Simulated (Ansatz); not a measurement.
**C2H6AlFO: one species, many methods**

How much do the methods differ for C2H6AlFO? The plan is to run it at one geometry with functionals of several rungs and with coupled cluster, and see how far each lands from CCSD(T) at the basis-set limit for the atomisation energy.

Computed with Ansatz 0.2.0, Gaussian basis. Level: functionals in def2-TZVPP, the program's frozen cores in correlated methods.

Plan: PBE-D4, r2SCAN-D4, PBE0-D4, B3LYP-D4, ωB97X-V, ωB97M-V, B2PLYP; CCSD(T)/def2-TZVPP; MP2/def2-QZVPP; extrapolation to the limit.

### Step 1. The geometry

The geometry comes from an earlier relaxation with PBE0-D4 in a triple-zeta def2 set; it is a stationary point, not always the lowest conformer.

11 atoms, charge 0, spin multiplicity 1.

Atoms are counted from 1 here; the program's logs count them from 0.

Bond lengths: O1–C2 1.524 Å, O1–Al3 1.953 Å, O1–H6 0.967 Å, C2–Al3 1.934 Å, C2–H7 1.088 Å, C2–H8 1.087 Å, Al3–C4 1.995 Å, Al3–H9 1.583 Å, C4–F5 1.424 Å, C4–H10 1.095 Å, C4–H11 1.095 Å. Angles: C2–O1–Al3 66.3°, C2–O1–H6 108.3°, Al3–O1–H6 108.0°, O1–C2–Al3 67.6°, O1–C2–H7 109.2°, O1–C2–H8 106.2°, Al3–C2–H7 123.0°, Al3–C2–H8 124.9°, H7–C2–H8 110.9°, O1–Al3–C2 46.2°, O1–Al3–C4 99.3°, O1–Al3–H9 118.0°, C2–Al3–C4 111.0°, C2–Al3–H9 125.4°, C4–Al3–H9 123.7°, Al3–C4–F5 106.1°, Al3–C4–H10 115.8°, Al3–C4–H11 114.6° and more.

### Step 2. PBE-D4 (GGA)

in.yaml reads:

```yaml
crystal:
  periodic: [false, false, false]
  atoms:
    - {symbol: O, position_ang: [-1.354802, -0.272921, 0.618474]}
    - {symbol: C, position_ang: [-0.594030, 0.900498, 1.223230]}
    - {symbol: Al, position_ang: [0.582548, -0.520614, 0.643637]}
    - {symbol: C, position_ang: [0.947911, -0.391084, -1.313656]}
    - {symbol: F, position_ang: [-0.181609, 0.262390, -1.884401]}
    - {symbol: H, position_ang: [-1.613354, -0.035065, -0.282441]}
    - {symbol: H, position_ang: [-0.781682, 1.792892, 0.630239]}
    - {symbol: H, position_ang: [-0.974694, 1.018885, 2.234153]}
    - {symbol: H, position_ang: [1.173987, -1.656816, 1.573677]}
    - {symbol: H, position_ang: [1.824319, 0.200441, -1.597128]}
    - {symbol: H, position_ang: [1.036804, -1.355608, -1.825085]}
basis:
  gaussian: {orbitals: def2-TZVPP}
hamiltonian: {xc: pbe, dispersion: d4}
output: {forces: true, orbitals: {seedname: orbitals}}
```

On the command line:

```sh
$ ansatz run in.yaml --threads 4 --pin off --events-out ev --progress --plain --max-ram 10444MiB
```

Further steps of the session: r2SCAN-D4 (meta-GGA); PBE0-D4 (hybrid); B3LYP-D4 (hybrid); ωB97X-V (range-separated); ωB97M-V (range-separated); B2PLYP (double hybrid); CCSD(T) in def2-TZVPP; MP2 in def2-QZVPP.

Before running them: what should the planned runs give, taken together? Wanted: atomisation energy, CCSD(T)/CBS; farthest; mean size of error, hybrid; mean size of error, range-separated; gap, smallest and largest; T1 diagnostic; triples share of the correlation energy.

As calculated:

```
                               quantity                                  value
        atomisation energy, CCSD(T)/CBS                         921.8 kcal/mol
functionals within 4.6 kcal/mol (0.5 %)  r2SCAN-D4, B3LYP-D4, ωB97X-V, ωB97M-V
                               farthest                PBE-D4 (+15.7 kcal/mol)
             mean size of error, hybrid                           4.5 kcal/mol
    mean size of error, range-separated                           1.5 kcal/mol
              gap, smallest and largest   4.90 eV (PBE-D4), 11.36 eV (ωB97X-V)
                          T1 diagnostic                                 0.0117
triples share of the correlation energy                                  3.4 %
```

What this shows: PBE-D4 misses by +15.7 kcal/mol. Double hybrids carry the basis error of their MP2 part in triple zeta, and no dispersion term here, so their miss is partly the set-up's. Misses under about 4.6 kcal/mol are within the doubt on the reference itself, which lacks core-valence correlation, relativity and higher excitations. Hartree-Fock recovers 71 % of the binding; the rest is correlation. Orbital gaps span 4.9 to 11.4 eV; exact exchange widens them.
